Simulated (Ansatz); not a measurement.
# BFGeH4O: one species, many methods

The task here is to estimate one member of a computed series from the others.

The runs use Ansatz 0.2.0, Gaussian basis; functionals in def2-TZVPP, the program's frozen cores in correlated methods.

The runs, in order: LDA (SPW92), PBE-D4, revPBE-D4, BLYP-D4, r2SCAN-D4, B97M-V, PBE0-D4, B3LYP-D4, r2SCANh-D4, r2SCAN0-D4, HSE06-D4, BHLYP-D4, CAM-B3LYP-D4, LC-ωPBE, ωB97X-V, ωB97M-V, B2PLYP, PBE-QIDH; CCSD(T)/def2-SVP; CCSD(T)/def2-TZVPP; MP2/def2-QZVPP; extrapolation to the limit; RPA on PBE.

### The geometry

The geometry comes from an earlier relaxation with PBE0-D4 in a triple-zeta def2 set; it is a stationary point, not always the lowest conformer.

SMILES `FB[O][GeH3]`, 8 atoms, charge 0, spin multiplicity 1.

Atoms are counted from 1 here; the program's logs count them from 0.

Bond lengths: F1–B2 1.328 Å, B2–O3 1.337 Å, B2–H5 1.202 Å, O3–Ge4 1.794 Å, Ge4–H6 1.535 Å, Ge4–H7 1.532 Å, Ge4–H8 1.532 Å. Angles: F1–B2–O3 118.4°, F1–B2–H5 117.9°, O3–B2–H5 123.7°, B2–O3–Ge4 127.1°, O3–Ge4–H6 108.4°, O3–Ge4–H7 105.8°, O3–Ge4–H8 105.8°, H6–Ge4–H7 112.2°, H6–Ge4–H8 112.2°, H7–Ge4–H8 112.1°.

Set-up of the first run:

Contents of in.yaml:

```yaml
crystal:
  periodic: [false, false, false]
  atoms:
    - {symbol: F, position_ang: [2.430632, -0.608188, -1.252745]}
    - {symbol: B, position_ang: [1.456453, -0.009546, -0.577032]}
    - {symbol: O, position_ang: [0.291770, -0.651038, -0.436441]}
    - {symbol: Ge, position_ang: [-1.167964, -0.066565, 0.427699]}
    - {symbol: H, position_ang: [1.675117, 1.082287, -0.125475]}
    - {symbol: H, position_ang: [-0.871355, 1.330670, 0.989412]}
    - {symbol: H, position_ang: [-1.434252, -1.090459, 1.535217]}
    - {symbol: H, position_ang: [-2.288303, -0.044362, -0.616335]}
basis:
  gaussian: {orbitals: def2-TZVPP}
hamiltonian: {xc: lda}
output: {orbitals: {seedname: orbitals}}
```

Started as:

```sh
$ ansatz run in.yaml --threads 2 --pin off --events-out ev --progress --plain --max-ram 4352MiB
```

Among the steps run: LDA; PBE-D4 (GGA); revPBE-D4 (GGA); BLYP-D4 (GGA); r2SCAN-D4 (meta-GGA); B97M-V (meta-GGA); PBE0-D4 (hybrid); B3LYP-D4 (hybrid); r2SCANh-D4 (hybrid); r2SCAN0-D4 (hybrid); HSE06-D4 (hybrid); BHLYP-D4 (hybrid); CAM-B3LYP-D4 (range-separated); LC-ωPBE (range-separated); ωB97X-V (range-separated); ωB97M-V (range-separated); B2PLYP (double hybrid); PBE-QIDH (double hybrid).

One table of the session follows, with a row left open; its other results are not shown here.

It belongs to the step «Orbital energies across the functionals». 

| functional | HOMO (eV) | gap (eV) |
| --- | --- | --- |
| LDA (SPW92) | -7.82 | 6.62 |
| PBE-D4 | -7.70 | 6.79 |
| revPBE-D4 | -7.64 | 6.87 |
| BLYP-D4 | -7.63 | 6.81 |
| r2SCAN-D4 | -8.06 | 7.53 |
| B97M-V | -8.20 | 7.49 |
| PBE0-D4 | -9.27 | 9.24 |
| B3LYP-D4 | -9.05 | 8.76 |
| r2SCANh-D4 | ? | ? |
| r2SCAN0-D4 | -9.52 | 9.71 |
| HSE06-D4 | -8.86 | 8.46 |
| BHLYP-D4 | -10.78 | 11.59 |
| CAM-B3LYP-D4 | -10.75 | 11.69 |
| LC-ωPBE | -12.08 | 14.28 |
| ωB97X-V | -11.76 | 13.77 |
| ωB97M-V | -11.64 | 13.38 |

Q: Estimate the row for r2SCANh-D4 from the others.

Worked estimate for «HOMO (eV)». Against the share of exact exchange, r2SCAN-D4 (0, -8.06), r2SCAN0-D4 (0.25, -9.52) give a slope of -5.84 per unit share; at 0.1 the line stands at -8.64.

As computed: HOMO (eV): -8.65; gap (eV): 8.41. In «HOMO (eV)» the line misses by +0.01.
